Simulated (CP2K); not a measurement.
Crystal: MoSe.

```
CELL_PARAMETERS angstrom
3.50023 0.00000 0.00000
0.00000 3.50023 0.00000
0.00000 0.00000 3.50023
ATOMIC_POSITIONS crystal
Mo 0.00000 0.00000 0.00000
Se 0.50000 0.50000 0.50000
```

The cell was built by a generator and needn't be a form met in nature.

| Item | Value |
| --- | --- |
| Program | CP2K 2026.2 |
| Task | relaxation of cell and atoms |
| Functional | PBEsol |
| Potentials or basis | POTENTIAL_UZH Mo GTH-PBE-q14, Se GTH-PBE-q6; TZVP-MOLOPT-PBE-GTH basis |
| Density cutoff | 9184 eV |
| k mesh | 6 × 6 × 6 |
| Occupations | fermi-dirac, width 0.05 eV |
| Spin | no spin polarisation |

At the start: pressure -29.9 GPa; volume 21.44 Å³/atom.

Problem. Where does the relaxation end?

Solution. Over 8 steps the energy falls by 807.5 meV/atom and the volume is 15.27 Å³/atom (-28.8 %); space group Pm-3m (No. 221, to 0.05 Å).

Step by step:
```csv
step,energy change (eV),largest force (eV/Å),volume (Å³)
1,0.0000,0.0000,42.88
2,-0.1590,0.0000,42.03
3,-1.4537,0.0000,33.60
4,-1.4033,0.0000,27.64
5,-1.6090,0.0000,31.08
6,-1.6148,0.0000,30.63
7,-1.6149,0.0000,30.54
8,-1.6150,0.0000,30.54
```

Final structure:
```xyz
2
Lattice="3.1256 0.0000 0.0000 0.0000 3.1256 0.0000 0.0000 0.0000 3.1256" Properties=species:S:1:pos:R:3 pbc="T T T"
Mo    0.0000    0.0000    0.0000
Se    1.5628    1.5628    1.5628
```

Caveat: the volume moved by over 15 % at a fixed basis, so the end points are rough; the potentials were made for another functional, which shifts forces and pressure; the basis of atomic orbitals isn't converged, which shifts pressures, moduli and gaps.
